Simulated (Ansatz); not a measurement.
# Mg5Te3: the cost of one run

Program: Ansatz 0.2.0. Level of theory: DFT PBE, scalar-relativistic, plane waves, PAW, unless a step names another level. These are calculated values, not measurements.

8 further runs of the same task are left out: 1 that didn't finish, 7 set aside as unsound or not needed. Runs told in other sessions of the task aren't counted.

## (1) The formula and the candidates

Pauling electronegativities: Mg 1.31, Te 2.10 (spread 0.79). No set of common oxidation states balances it. Tabulated atomic sizes suggest about 22 Å³/atom. 18 candidates were drawn, by swapping species into database cells of other compounds, at random by space group and Wyckoff sites, or by hand, as the table says:

```csv
name,made from,space group no.,Wyckoff sites,atoms (primitive cell),V (Å³/atom)
c01,random,123,"Mg 4n, 1b; Te 1c, 2e",8,28.8
c02,database cell of Ti3Al5,47,"Mg 1c, 1a, 1f, 2s; Te 2r, 1h",8,24.7
c03,built by hand: Mn5Si3,193,"Mg 4d, 6g; Te 6g",16,22.5
c04,random,221,"Mg 3d, 1b, 1a; Te 3c",8,22.6
c05,"built by hand: layered MgTe/Mg, trigonal stacking",164,"Mg 2d, 1b, 2d; Te 2d, 1a",8,23.3
c06,database cell of Li3Mg5,139,"Mg 8f, 2a; Te 4c, 2b",8,31.4
c07,random,221,"Mg 3c, 1a, 1b; Te 3d",8,23.9
c08,random,166,"Mg 9d, 6c; Te 9e",8,26.8
c09,"built by hand: layered MgTe/Mg, tetragonal stacking",123,"Mg 1b, 2h, 2h; Te 2g, 1a",8,22.5
c10,database cell of Ti3Pd5,123,"Mg 2g, 1a, 2h; Te 2h, 1b",8,24.5
c11,random,229,"Mg 8c, 2a; Te 6b",8,24.8
c12,database cell of Yb3Si5,189,"Mg 2d, 3g; Te 3f",8,28.2
c13,random,216,"Mg 16e, 4c; Te 4b, 4a, 4d",8,22.8
c14,database cell of Zn5Pd3,123,"Mg 2g, 2g, 1c; Te 2h, 1d",8,22.5
c15,random,191,"Mg 1b, 3f, 1a; Te 3g",8,25.2
c16,random,166,"Mg 9e, 6c; Te 9d",8,23.1
c17,built by hand: Cr5B3,140,"Mg 4c, 16l; Te 8h, 4a",16,22.5
c18,database cell of Ti3Al5,123,"Mg 4i, 1a; Te 1b, 1c, 1d",8,24.6
```

## (2) Screening run of c05

File input.yaml:

```yaml
crystal:
  lattice:
    - [4.2, 0.0, 0.0]
    - [-2.1, 3.6373067, 0.0]
    - [0.0, 0.0, 12.2]
  atoms:
    - { symbol: Mg, position: [0.66666667, 0.33333333, 0.615] }
    - { symbol: Mg, position: [0.0, 0.0, 0.5] }
    - { symbol: Mg, position: [0.33333333, 0.66666667, 0.385] }
    - { symbol: Mg, position: [0.33333333, 0.66666667, 0.135] }
    - { symbol: Mg, position: [0.66666667, 0.33333333, 0.865] }
    - { symbol: Te, position: [0.33333333, 0.66666667, 0.735] }
    - { symbol: Te, position: [0.66666667, 0.33333333, 0.265] }
    - { symbol: Te, position: [0.0, 0.0, 0.0] }
basis:
  ecutwfc: 420
kpoints:
  mp_grid: { grid: [5, 5, 2] }
hamiltonian:
  xc: pbe
scf:
  occupations: { method: gaussian, width: 0.2 }
  lower_state_search: "off"
output:
  forces: true
  stress: true
  eigenvalues: true
relax:
  adjacent_minimum: "off"
  f_tol: 0.08
  max_steps: 16
  cell: { stress_tol: 0.8 }
```

Run with:

```sh
ansatz run input.yaml --threads 1 --pin off --max-ram 2560MiB --backend cpu --events-out ev --progress --plain --runs-dir out
```

What time and memory should one allow on 1 thread of Intel Xeon 6975P-C (Granite Rapids), shared host?

About 56 s, with a peak of 0.56 GiB.
